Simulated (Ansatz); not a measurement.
# EuS3: a trial structure relaxed

Where does this trial cell of EuS3 go when cell and atoms are let free?

Computed with Ansatz 0.2.0 (DFT PBE, scalar-relativistic, plane waves, PAW, unless a step's input says otherwise).

1 further run of the same task is left out (it didn't finish).

## Step 1: The system as given

The structure is tetragonal, space group P4/mmm (No. 123). Conventional cell: a = 4.369 Å, b = 4.369 Å, c = 4.393 Å, α = 90.00°, β = 90.00°, γ = 90.00°. Eu (site symmetry 4/mmm) has 12 S at 3.09 to 3.10 Å as nearest neighbours. Around S (site symmetry mmm) lie 8 S at 3.09 to 3.10 Å and 4 Eu at 3.10 Å. Around S (site symmetry 4/mmm) lie 4 Eu at 3.09 Å and 8 S at 3.10 Å.

Coordinates:

```
Eu S
1.0
     4.36941    0.00000    0.00000
     0.00000    4.36941    0.00000
     0.00000    0.00000    4.39279
Eu S
1 3
Direct
  0.00000 0.00000 0.00000
  0.00000 0.50000 0.50000
  0.50000 0.00000 0.50000
  0.50000 0.50000 0.00000
```

Recipe of the guess: species swapped into a database cell of CdAu3 (P4/mmm, No. 123), with Eu on the Cd sites and S on the Au sites. The dimensions are guesses.

## Step 2: Probe: one point on a coarse mesh

Contents of input.yaml:

```yaml
crystal:
  lattice:
    - [4.36940939, 0.0, 0.0]
    - [0.0, 4.36940939, 0.0]
    - [0.0, 0.0, 4.3927921]
  atoms:
    - { symbol: Eu, position: [0.0, 0.0, 0.0], spin: 7.0 }
    - { symbol: S, position: [0.0, 0.5, 0.5] }
    - { symbol: S, position: [0.5, 0.0, 0.5] }
    - { symbol: S, position: [0.5, 0.5, 0.0] }
basis:
  ecutwfc: 420
kpoints:
  mp_grid: { grid: [4, 4, 4] }
hamiltonian:
  xc: pbe
scf:
  occupations: { method: gaussian, width: 0.1 }
  lower_state_search: "off"
output:
  forces: true
  stress: true
  eigenvalues: true
  populations: true
magnetization:
  spin_polarized: true
```

Started as:

```console
$ ansatz run input.yaml --threads 1 --pin off --max-ram 2560MiB --backend cpu --events-out ev --progress --plain --runs-dir out
```

Further runs follow: rough relaxation on the coarse mesh; final relaxation.

**Question.** What will these runs give? Wanted: conventional cell; volume; energy over the elements; gap on the mesh; total moment.

As calculated:

| quantity | value |
| --- | --- |
| symmetry at the end (tolerance 0.05 Å) | space group Pm-3m (No. 221) |
| conventional cell | a = 4.271 Å, b = 4.271 Å, c = 4.271 Å, α = 90.00°, β = 90.00°, γ = 90.00° |
| volume | 19.48 Å³/atom |
| energy over the elements | -0.56 eV/atom |
| gap on the mesh | none (metal) |
| total moment | 6.24 μB/cell |

The symmetry goes from space group P4/mmm (No. 123) to space group Pm-3m (No. 221), and the volume per atom shrinks by 7.1 % from the first guess. It lies below the elements, which doesn't yet make it stable: competing phases were not computed in this session. No finished test with a distortion of lower symmetry is shown, so the end may be a saddle point. The runs treat Eu without spin-orbit coupling. The open f shell has no Hubbard U here, which places its levels poorly. Other magnetic orders were not searched.
